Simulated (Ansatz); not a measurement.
# C₈H₁₄Si: up Jacob's ladder to CCSD(T)

One table from this session's results is given with a row withheld; the runs are named, their logs left out.

Method: functionals in def2-TZVPP, the program's frozen cores in correlated methods; program: Ansatz 0.2.0, Gaussian basis.

Plan: LDA (SPW92), PBE-D4, revPBE-D4, BLYP-D4, r2SCAN-D4, B97M-V, PBE0-D4, B3LYP-D4, r2SCANh-D4, r2SCAN0-D4, HSE06-D4, BHLYP-D4, CAM-B3LYP-D4, LC-ωPBE, ωB97X-V, ωB97M-V, B2PLYP, PBE-QIDH; CCSD(T)/def2-SVP; CCSD(T)/def2-TZVPP; MP2/def2-QZVPP; extrapolation to the limit; RPA on PBE.

**Structure used throughout**

An earlier PBE0-D4 in a triple-zeta def2 set relaxation fixed the geometry.

SMILES `C[Si](C)(C)C1C=CC=C1`, 23 atoms, charge 0, spin multiplicity 1.

Atoms are counted from 1 here; the program's logs count them from 0.

Bond lengths: C1–Si2 1.874 Å, C1–H10 1.093 Å, C1–H11 1.093 Å, C1–H12 1.094 Å, Si2–C3 1.867 Å, Si2–C4 1.874 Å, Si2–C5 1.923 Å, C3–H13 1.092 Å, C3–H14 1.094 Å, C3–H15 1.092 Å, C4–H16 1.094 Å, C4–H17 1.093 Å, C4–H18 1.093 Å, C5–C6 1.476 Å, C5–C9 1.476 Å, C5–H19 1.095 Å, C6–C7 1.353 Å, C6–H20 1.081 Å and more. Angles: Si2–C1–H10 111.4°, Si2–C1–H11 111.4°, Si2–C1–H12 110.5°, H10–C1–H11 108.0°, H10–C1–H12 107.7°, H11–C1–H12 107.6°, C1–Si2–C3 110.4°, C1–Si2–C4 109.2°, C1–Si2–C5 108.0°, C3–Si2–C4 110.4°, C3–Si2–C5 110.7°, C4–Si2–C5 108.0°, Si2–C3–H13 111.3°, Si2–C3–H14 109.9°, Si2–C3–H15 111.3°, H13–C3–H14 108.1°, H13–C3–H15 108.0°, H14–C3–H15 108.1° and more.

Geometry (Å):

```xyz
23
C8H14Si
C     0.14803   -1.38576   -2.01461
Si   -0.14201   -0.83139   -0.24795
C     1.41646   -1.02905    0.76042
C    -1.53358   -1.84353    0.49478
C    -0.69906    1.00861   -0.28614
C     0.43282    1.81075   -0.79102
C     0.93605    2.54775    0.22585
C     0.13369    2.32989    1.40656
C    -0.85905    1.45981    1.11038
H     0.97592   -0.83925   -2.47265
H    -0.74082   -1.23274   -2.63261
H     0.39428   -2.45090   -2.04664
H     1.26900   -0.69163    1.78808
H     1.71096   -2.08213    0.78695
H     2.24138   -0.45638    0.33253
H    -1.29346   -2.90993    0.45861
H    -1.70582   -1.57675    1.54025
H    -2.46996   -1.69639   -0.05015
H    -1.60497    1.00841   -0.90160
H     0.81004    1.76594   -1.80350
H     1.80228    3.19441    0.17438
H     0.30984    2.78933    2.37045
H    -1.62723    1.10384    1.78313
```

The first run:

File in.yaml:

```yaml
crystal:
  periodic: [false, false, false]
  atoms:
    - {symbol: C, position_ang: [0.148032, -1.385760, -2.014612]}
    - {symbol: Si, position_ang: [-0.142010, -0.831394, -0.247947]}
    - {symbol: C, position_ang: [1.416458, -1.029053, 0.760424]}
    - {symbol: C, position_ang: [-1.533580, -1.843527, 0.494783]}
    - {symbol: C, position_ang: [-0.699064, 1.008613, -0.286140]}
    - {symbol: C, position_ang: [0.432821, 1.810755, -0.791015]}
    - {symbol: C, position_ang: [0.936053, 2.547747, 0.225846]}
    - {symbol: C, position_ang: [0.133691, 2.329894, 1.406563]}
    - {symbol: C, position_ang: [-0.859054, 1.459805, 1.110381]}
    - {symbol: H, position_ang: [0.975923, -0.839255, -2.472652]}
    - {symbol: H, position_ang: [-0.740823, -1.232741, -2.632612]}
    - {symbol: H, position_ang: [0.394283, -2.450898, -2.046645]}
    - {symbol: H, position_ang: [1.268999, -0.691632, 1.788079]}
    - {symbol: H, position_ang: [1.710964, -2.082133, 0.786950]}
    - {symbol: H, position_ang: [2.241383, -0.456382, 0.332525]}
    - {symbol: H, position_ang: [-1.293463, -2.909933, 0.458607]}
    - {symbol: H, position_ang: [-1.705817, -1.576749, 1.540253]}
    - {symbol: H, position_ang: [-2.469960, -1.696390, -0.050146]}
    - {symbol: H, position_ang: [-1.604971, 1.008407, -0.901600]}
    - {symbol: H, position_ang: [0.810043, 1.765936, -1.803499]}
    - {symbol: H, position_ang: [1.802275, 3.194415, 0.174381]}
    - {symbol: H, position_ang: [0.309845, 2.789332, 2.370448]}
    - {symbol: H, position_ang: [-1.627228, 1.103844, 1.783130]}
basis:
  gaussian: {orbitals: def2-TZVPP}
hamiltonian: {xc: lda}
output: {orbitals: {seedname: orbitals}}
```

Launch:

```
> ansatz run in.yaml --threads 4 --pin off --events-out ev --progress --plain --max-ram 46080MiB --backend cuda --devices 0, --max-vram 37GiB
```

Steps of the session up to this table: LDA; PBE-D4 (GGA); revPBE-D4 (GGA); BLYP-D4 (GGA); r2SCAN-D4 (meta-GGA); B97M-V (meta-GGA); B3LYP-D4 (hybrid); r2SCANh-D4 (hybrid); r2SCAN0-D4 (hybrid); HSE06-D4 (hybrid); BHLYP-D4 (hybrid); CAM-B3LYP-D4 (range-separated); LC-ωPBE (range-separated); ωB97X-V (range-separated); ωB97M-V (range-separated); B2PLYP (double hybrid); PBE-QIDH (double hybrid).

One table of the session follows, with a row left open; its other results are not shown here.

It belongs to the step «Orbital energies across the functionals». 

```
  functional  HOMO (eV)  gap (eV)
 LDA (SPW92)      -5.40      4.02
      PBE-D4      -5.20      4.04
   revPBE-D4          ?         ?
     BLYP-D4      -5.02      3.99
   r2SCAN-D4      -5.34      4.35
      B97M-V      -5.33      4.36
     PBE0-D4      -6.20      5.94
    B3LYP-D4      -5.98      5.51
  r2SCANh-D4      -5.72      5.06
  r2SCAN0-D4      -6.30      6.13
    HSE06-D4      -5.80      5.16
    BHLYP-D4      -7.02      7.76
CAM-B3LYP-D4      -7.45      8.27
     LC-ωPBE      -8.80     10.71
     ωB97X-V      -8.44     10.27
     ωB97M-V      -8.37     10.08
```

Q: Estimate the row for revPBE-D4 from the others.

The run gave: HOMO (eV): -5.12; gap (eV): 4.05. In the column «HOMO (eV)» it lies between PBE-D4 (-5.20) and BLYP-D4 (-5.02).
